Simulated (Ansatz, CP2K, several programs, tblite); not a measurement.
Energy against volume for kesterite Cu2BeSnS4, at fixed shape and fractional coordinates, computed by several methods (PBE and r2SCAN, where shown, with plane waves in Ansatz); the cell shown is that of r2SCAN. With free coordinates or axes held, a curve is too stiff, and on another method's shape its minimum isn't the method's own volume. Space group I-4 (No. 82), tetragonal; conventional cell a = 5.306 Å, c = 10.435 Å, 18.36 Å³ an atom. Cu is surrounded by 4 S at 2.29 Å; Cu is surrounded by 4 S at 2.31 Å; Be is surrounded by 4 S at 2.13 Å; Sn is surrounded by 4 S at 2.43 Å; S is surrounded by 1 Be at 2.13 Å and 2 Cu at 2.29–2.31 Å and 1 Sn at 2.43 Å. No spin polarisation and no zero-point or thermal motion; the cell was built from a prototype and may be hypothetical. Energies count from each curve's lowest point; fits are third-order Birch-Murnaghan.

```yaml
crystal:
  lattice:
    - [-2.65315, 2.65315, 5.21759]
    - [2.65315, -2.65315, 5.21759]
    - [2.65315, 2.65315, -5.21759]
  atoms:
    - { symbol: Cu, position: [0.00000, 0.00000, 0.00000] }
    - { symbol: Cu, position: [0.75000, 0.25000, 0.50000] }
    - { symbol: Be, position: [0.25000, 0.75000, 0.50000] }
    - { symbol: Sn, position: [0.50000, 0.50000, 0.00000] }
    - { symbol: S, position: [0.11623, 0.63940, 0.02925] }
    - { symbol: S, position: [0.36060, 0.38986, 0.47683] }
    - { symbol: S, position: [0.61014, 0.08697, 0.97075] }
    - { symbol: S, position: [0.91303, 0.88377, 0.52317] }
```

GFN1-xTB (tblite), on the shape of the cell shown, as a cluster of 64 atoms at the zone centre:

| V (Å³/atom) | E (meV/atom) |
| --- | --- |
| 16.160 | 126.15 |
| 17.262 | 36.00 |
| 18.364 | 0.00 |
| 19.466 | 2.74 |
| 20.567 | 33.81 |

This method closes the gap of a crystal that DFT finds insulating, so its curve rests on a wrong state.
V₀ = 18.81 Å³ an atom and B₀ = 84 GPa.

PBE/DZVP (CP2K), on the shape of the cell shown:
```tsv
V (Å³/atom)	E (meV/atom)
16.160	134.27
17.262	44.54
18.364	4.52
19.466	0.00
20.567	20.92
```
V₀ = 19.07 Å³ an atom and B₀ = 71 GPa.

light PBE (260 eV, its own mesh), on the shape of the cell shown:
```csv
V (Å³/atom),E (meV/atom)
16.895,70.71
17.629,26.47
18.364,9.09
19.098,0.00
19.833,5.57
20.567,31.08
```
The points scatter about a smooth fit, as a low cutoff and a light mesh can make them, so no fit is quoted.

r2SCAN, on the shape of its own relaxed cell:
```tsv
V (Å³/atom)	E (meV/atom)
17.262	19.80
17.813	4.66
18.364	0.00
18.915	4.17
19.466	15.78
```
V₀ = 18.36 Å³ an atom and B₀ = 85 GPa.

GFN2-xTB (tblite), on the shape of the cell shown, as a cluster of 64 atoms at the zone centre:
```tsv
V (Å³/atom)	E (meV/atom)
16.160	160.93
17.262	68.74
18.364	20.17
19.466	0.00
20.567	3.27
```
This method closes the gap of a crystal that DFT finds insulating, so its curve rests on a wrong state.
The points scatter about a smooth fit, so no fit is quoted.

The runs are scalar-relativistic, without spin-orbit coupling.
